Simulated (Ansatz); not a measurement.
**In6Sb6 wurtzite hole sphere (In₆Sb₆H₁₈): geometry, orbitals and charge**

Aim: characterise In6Sb6 wurtzite hole sphere (In₆Sb₆H₁₈) as a singlet: its structure, frontier levels and distribution of charge.

Method: RKS PBE0-D4/def2-TZVP; program: Ansatz 0.2.0, Gaussian basis.

Plan: relaxation at PBE-D4/def2-SVP; a single point at PBE0-D4/def2-TZVP.

1 further run of the same task is left out (set aside as unsound or not needed).

## Step 1: The starting structure

30 atoms, charge 0, spin multiplicity 1.

Atoms are counted from 1 here; the program's logs count them from 0.

Bond lengths: Sb1–In2 2.827 Å, Sb1–In7 2.783 Å, Sb1–H13 1.754 Å, Sb1–H14 1.735 Å, In2–Sb4 2.808 Å, In2–Sb5 2.796 Å, In2–H15 1.741 Å, In3–Sb4 2.791 Å, In3–Sb8 2.811 Å, In3–H16 1.752 Å, In3–H17 1.739 Å, Sb4–In6 2.802 Å, Sb4–H18 1.724 Å, Sb5–In10 2.816 Å, Sb5–H19 1.699 Å, Sb5–H20 1.704 Å, In6–Sb12 2.823 Å, In6–H21 1.752 Å and more. Angles: In2–Sb1–In7 109.8°, In2–Sb1–H13 109.2°, In2–Sb1–H14 109.8°, In7–Sb1–H13 109.9°, In7–Sb1–H14 110.1°, H13–Sb1–H14 108.0°, Sb1–In2–Sb4 108.8°, Sb1–In2–Sb5 109.0°, Sb1–In2–H15 108.6°, Sb4–In2–Sb5 110.1°, Sb4–In2–H15 110.0°, Sb5–In2–H15 110.2°, Sb4–In3–Sb8 109.5°, Sb4–In3–H16 109.5°, Sb4–In3–H17 109.9°, Sb8–In3–H16 109.3°, Sb8–In3–H17 108.7°, H16–In3–H17 109.9° and more.

In, Sb take a core potential in the def2 sets. No spin-orbit coupling is included.

The start is a built from a lattice or polyhedron geometry.

## Step 2: Optimising with PBE-D4/def2-SVP

Input file in.yaml:

```yaml
crystal:
  periodic: [false, false, false]
  atoms:
    - {symbol: Sb, position_ang: [0.005200, -2.633100, -2.334000]}
    - {symbol: In, position_ang: [-2.310600, -1.309100, -1.396900]}
    - {symbol: In, position_ang: [-0.008100, -2.636700, 2.343100]}
    - {symbol: Sb, position_ang: [-2.286600, -1.322300, 1.410500]}
    - {symbol: Sb, position_ang: [-2.302100, 1.320300, -2.346200]}
    - {symbol: In, position_ang: [-2.282000, 1.323300, 2.333200]}
    - {symbol: In, position_ang: [2.279300, -1.326600, -1.403500]}
    - {symbol: Sb, position_ang: [2.286900, -1.303300, 1.417400]}
    - {symbol: Sb, position_ang: [2.250400, 1.294400, -2.341600]}
    - {symbol: In, position_ang: [-0.006300, 2.648700, -1.400400]}
    - {symbol: In, position_ang: [2.322800, 1.306000, 2.331900]}
    - {symbol: Sb, position_ang: [0.030600, 2.655100, 1.412200]}
    - {symbol: H, position_ang: [-0.007700, -4.291800, -1.763100]}
    - {symbol: H, position_ang: [0.001600, -2.663900, -4.069200]}
    - {symbol: H, position_ang: [-3.712800, -2.157100, -1.985100]}
    - {symbol: H, position_ang: [0.001400, -4.285400, 1.750000]}
    - {symbol: H, position_ang: [0.008900, -2.632100, 4.082400]}
    - {symbol: H, position_ang: [-3.707700, -2.122600, 1.968100]}
    - {symbol: H, position_ang: [-2.277800, 1.306600, -4.045200]}
    - {symbol: H, position_ang: [-3.695700, 2.114800, -1.770300]}
    - {symbol: H, position_ang: [-3.710900, 2.147100, 1.742900]}
    - {symbol: H, position_ang: [-2.307600, 1.325700, 4.070600]}
    - {symbol: H, position_ang: [3.715300, -2.131600, -2.008400]}
    - {symbol: H, position_ang: [3.699200, -2.115200, 1.971200]}
    - {symbol: H, position_ang: [2.278900, 1.334000, -4.055100]}
    - {symbol: H, position_ang: [3.708800, 2.128400, -1.787800]}
    - {symbol: H, position_ang: [-0.001700, 4.279200, -1.972000]}
    - {symbol: H, position_ang: [2.293900, 1.298300, 4.059700]}
    - {symbol: H, position_ang: [3.725000, 2.153200, 1.748000]}
    - {symbol: H, position_ang: [-0.000000, 4.273800, 1.982700]}
basis:
  gaussian: {orbitals: def2-SVP, fitting: {mean_field: def2-universal-jkfit}}
hamiltonian: {xc: pbe, dispersion: d4}
scf: {lower_state_search: "off"}
output: {orbitals: {seedname: orbitals}}
relax: {f_tol: 0.03, max_steps: 70}
```

Launch:

```console
> ansatz run in.yaml --threads 2 --pin off --events-out ev --progress --plain --max-ram 32768MiB --backend cuda --devices 0, --max-vram 18GiB
```

The runs that follow: Single point, PBE0-D4/def2-TZVP.

**Question.** What will the summary of the whole plan be? Wanted: point group; commonest bond, hydrogen aside; HOMO, LUMO at PBE0-D4/def2-TZVP; dipole at PBE-D4/def2-SVP.

As calculated:

| quantity | value |
| --- | --- |
| point group | C3v |
| commonest bond, hydrogen aside | In–Sb, 15 of mean length 2.889 Å |
| HOMO, LUMO at PBE0-D4/def2-TZVP | -6.70, -1.99 eV |
| dipole at PBE-D4/def2-SVP | 3.60 D |

**Reading.** The molecule keeps its bonding pattern by the stored test; the atoms moved 0.48 Å (rms), and the angle In6–Sb12–In11 went from 110° to 133°. No usable vibrations, so a minimum isn't proven. Whether this spin is the lowest isn't tested here.
